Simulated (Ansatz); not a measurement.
# Ba4Ti4SO11: the cost of one run

Computed with Ansatz 0.2.0 (DFT, PBE, plane-wave PAW, default files, scalar-relativistic, as far as a step names no other, unless a step's input says otherwise).

### 1 The starting structure

The structure is tetragonal, space group I4/mmm (No. 139). The conventional cell has a = 8.012 Å, b = 8.012 Å, c = 8.012 Å, α = 90.00°, β = 90.00°, γ = 90.00°. Ba (site symmetry m2m) has 1 S at 2.83 Å and 11 O at 2.83 Å as nearest neighbours. Ti (site symmetry 4mm) has 1 S at 2.00 Å and 5 O at 2.00 Å as nearest neighbours. Ti (site symmetry -4m2) is surrounded by 6 O at 2.00 Å. Around S (site symmetry 4/mmm) lie 2 Ti at 2.00 Å and 4 Ba at 2.83 Å. O (site symmetry mmm) has 2 Ti at 2.00 Å and 4 Ba at 2.83 Å as nearest neighbours. O (site symmetry 4/mmm) is surrounded by 2 Ti at 2.00 Å and 4 Ba at 2.83 Å. Around O (site symmetry m) lie 2 Ti at 2.00 Å and 4 Ba at 2.83 Å.

Structure file:

```cif
data_structure
_symmetry_space_group_name_H-M 'I4/mmm'
_symmetry_Int_Tables_number 139
_cell_length_a 8.0120
_cell_length_b 8.0120
_cell_length_c 8.0120
_cell_angle_alpha 90.000
_cell_angle_beta 90.000
_cell_angle_gamma 90.000
_cell_volume 514.31
loop_
_atom_site_label
_atom_site_type_symbol
_atom_site_symmetry_multiplicity
_atom_site_Wyckoff_symbol
_atom_site_fract_x
_atom_site_fract_y
_atom_site_fract_z
_atom_site_occupancy
Ba1 Ba 8 h 0.75000 0.25000 0.00000 1
Ti1 Ti 4 e 0.00000 0.00000 0.75000 1
Ti2 Ti 4 d 0.50000 0.00000 0.75000 1
S1 S 2 a 0.00000 0.00000 0.00000 1
O1 O 4 c 0.50000 0.00000 0.00000 1
O2 O 2 b 0.00000 0.00000 0.50000 1
O3 O 16 n 0.00000 0.25000 0.75000 1
```

Atom 9 of the input is the impurity.

### 2 Gradients at the starting positions

input.yaml reads:

```yaml
crystal:
  lattice:
    - [-4.006, 4.006, 4.006]
    - [4.006, -4.006, 4.006]
    - [4.006, 4.006, -4.006]
  atoms:
    - { symbol: Ba, position: [0.5, 0.5, 0.5] }
    - { symbol: Ba, position: [0.0, 0.0, 0.5] }
    - { symbol: Ba, position: [0.0, 0.5, 0.0] }
    - { symbol: Ba, position: [0.5, 0.0, 0.0] }
    - { symbol: Ti, position: [0.0, 0.0, 0.0] }
    - { symbol: Ti, position: [0.5, 0.5, 0.0] }
    - { symbol: Ti, position: [0.5, 0.0, 0.5] }
    - { symbol: Ti, position: [0.0, 0.5, 0.5] }
    - { symbol: S, position: [0.0, 0.25, 0.25] }
    - { symbol: O, position: [0.5, 0.75, 0.25] }
    - { symbol: O, position: [0.5, 0.25, 0.75] }
    - { symbol: O, position: [0.0, 0.75, 0.75] }
    - { symbol: O, position: [0.25, 0.0, 0.25] }
    - { symbol: O, position: [0.75, 0.5, 0.25] }
    - { symbol: O, position: [0.75, 0.0, 0.75] }
    - { symbol: O, position: [0.25, 0.5, 0.75] }
    - { symbol: O, position: [0.25, 0.25, 0.0] }
    - { symbol: O, position: [0.75, 0.75, 0.0] }
    - { symbol: O, position: [0.75, 0.25, 0.5] }
    - { symbol: O, position: [0.25, 0.75, 0.5] }
kpoints:
  mp_grid: { grid: [3, 3, 3] }
scf:
  occupations: { method: fermi_dirac, width: 0.01 }
hamiltonian:
  xc: pbe
  pseudopotentials: { kind: paw }
output:
  forces: true
  stress: true
  populations: true
  efg:
    quadrupole_moments_barn: { Ba: 0.236, Ti: 0.247, S: -0.0694, O: -0.02558 }
    contact_densities: true
```

The run is started by

```sh
ansatz run input.yaml --threads 1 --pin off --max-ram 3072MiB --backend cpu --events-out ev --progress --plain --runs-dir out
```

**Question.** How long does this run take on 1 thread of Intel Xeon Platinum 8488C (Sapphire Rapids), shared host, and how much memory does it need?

About 22 s, with a peak of 0.78 GiB.
